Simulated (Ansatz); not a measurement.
# C2FSi radical: an energy map over bond length F1–C2 and angle F1–C2–Si4

How does the energy of C₂FSi, SMILES F[C]1C#[Si]1, spin multiplicity 2 change over two coordinates at once? A grid of runs gives the map.

Computed with Ansatz 0.2.0. Level: UKS PBE-D4/def2-TZVP.

### 1 Where the work starts

SMILES `F[C]1C#[Si]1`, 4 atoms, charge 0, spin multiplicity 2.

Atoms are counted from 1 here; the program's logs count them from 0.

Bond lengths: F1–C2 1.315 Å, C2–C3 1.332 Å, C2–Si4 1.899 Å, C3–Si4 1.865 Å. Angles: F1–C2–C3 144.8°, F1–C2–Si4 147.3°, C3–C2–Si4 67.9°, C2–C3–Si4 70.7°, C2–Si4–C3 41.4°.

Coordinates:

```tsv
atom	x (Å)	y (Å)	z (Å)
F1	0.06198	0.09989	1.65459
C2	-0.00644	-0.02633	0.34785
C3	-0.34622	-0.83992	-0.64997
Si4	0.29068	0.76637	-1.35247
```

### 3 Plan of the scan

- bond length F1–C2: 13 values from 1.083 to 1.981 Å
- angle F1–C2–Si4: 13 values from 102.0 to 179.0 °

Nothing else is relaxed (all other coordinates rigid). Energies count from the relaxed molecule at the same level. Points are written as (first, second).

(The set-up runs are not shown.)

### 4 The run at (1.232 Å, 159.7°)

input.yaml reads:

```yaml
crystal:
  periodic: [false, false, false]
  atoms:
    - { symbol: F, position_ang: [-0.039418, -0.15162, 1.652709] }
    - { symbol: C, position_ang: [-0.002435, -0.019881, 0.428331] }
    - { symbol: C, position_ang: [-0.340295, -0.827858, -0.560301] }
    - { symbol: Si, position_ang: [0.294148, 0.772061, -1.256935] }
magnetization:
  spin_polarized: true
  initial_magnetization: 1
basis:
  gaussian: { orbitals: def2-TZVP }
hamiltonian:
  xc: pbe
  dispersion: d4
output:
  forces: true
```

Command:

```
$ ansatz run input.yaml --threads 1 --pin off --max-ram 2560MiB --backend cpu --events-out ev --progress --plain --runs-dir out
```

Further runs follow: the other points that were computed.

**Question.** What will these runs give? Wanted: lowest point; highest computed point; largest force on an atom.

**Answer**, as computed:

| quantity | value |
| --- | --- |
| lowest point | (1.307 Å, 146.9°), 0.08 kcal/mol |
| highest computed point | (1.083 Å, 179.0°), 80.0 kcal/mol above the lowest |
| largest force on an atom (eV/Å) | 0.5 at (1.307 Å, 146.9°) to 25.6 at (1.083 Å, 179.0°); 0.5 at the lowest point |
| time for the whole task | 16 min on 1 thread, shared host |

What this shows: The lowest computed point is at (1.307 Å, 146.9°), 0.08 kcal/mol from the relaxed molecule at the same level. The grid is coarse, so the lowest point of the scanned range may lie between grid points; coordinates that were held can hide deeper minima. No other kind of well shows on this grid. The highest computed point, (1.083 Å, 179.0°), lies 80.0 kcal/mol above the lowest. Round the minimum the two coordinates are nearly uncoupled.
